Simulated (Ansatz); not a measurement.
# CBClFN: the cost of one run

Method: RKS PBE0-D4/def2-SVPD; program: Ansatz 0.2.0.

1 further run of the same task is left out (set aside as unsound or not needed).

## Step 1: The starting structure

SMILES `N#CB(F)Cl`, 5 atoms, charge 0, spin multiplicity 1.

Atoms are counted from 1 here; the program's logs count them from 0.

Bond lengths: N1–C2 1.172 Å, C2–B3 1.543 Å, B3–F4 1.327 Å, B3–Cl5 1.748 Å. Angles: N1–C2–B3 179.3°, C2–B3–F4 119.4°, C2–B3–Cl5 120.4°, F4–B3–Cl5 120.2°.

As a file:

```
N     1.6765   -0.8283    1.1203
C     0.7558   -0.4293    0.5155
B    -0.4475    0.1105   -0.2851
F    -1.4733   -0.6908   -0.5403
Cl   -0.4615    1.7641   -0.8517
```

## Step 2: Relaxation

The input, input.yaml:

```yaml
crystal:
  periodic: [false, false, false]
  atoms:
    - { symbol: "N", position_ang: [1.676492, -0.828288, 1.120256] }
    - { symbol: C, position_ang: [0.755776, -0.429276, 0.515497] }
    - { symbol: B, position_ang: [-0.447498, 0.110539, -0.285079] }
    - { symbol: F, position_ang: [-1.473339, -0.690798, -0.540327] }
    - { symbol: Cl, position_ang: [-0.461531, 1.764124, -0.851747] }
basis:
  gaussian: { orbitals: def2-SVPD }
hamiltonian:
  xc: pbe0
  dispersion: d4
output:
  forces: true
relax:
  f_tol: 0.003
  max_steps: 120
```

Started as:

```bash
> ansatz run input.yaml --threads 1 --pin off --max-ram 2560MiB --backend cpu --events-out ev --progress --plain --runs-dir out
```

**Question.** How long does this run take on 1 thread of Arm Neoverse V1, shared host, and how much memory does it need?

About 35 s, with a peak of 0.2 GiB.
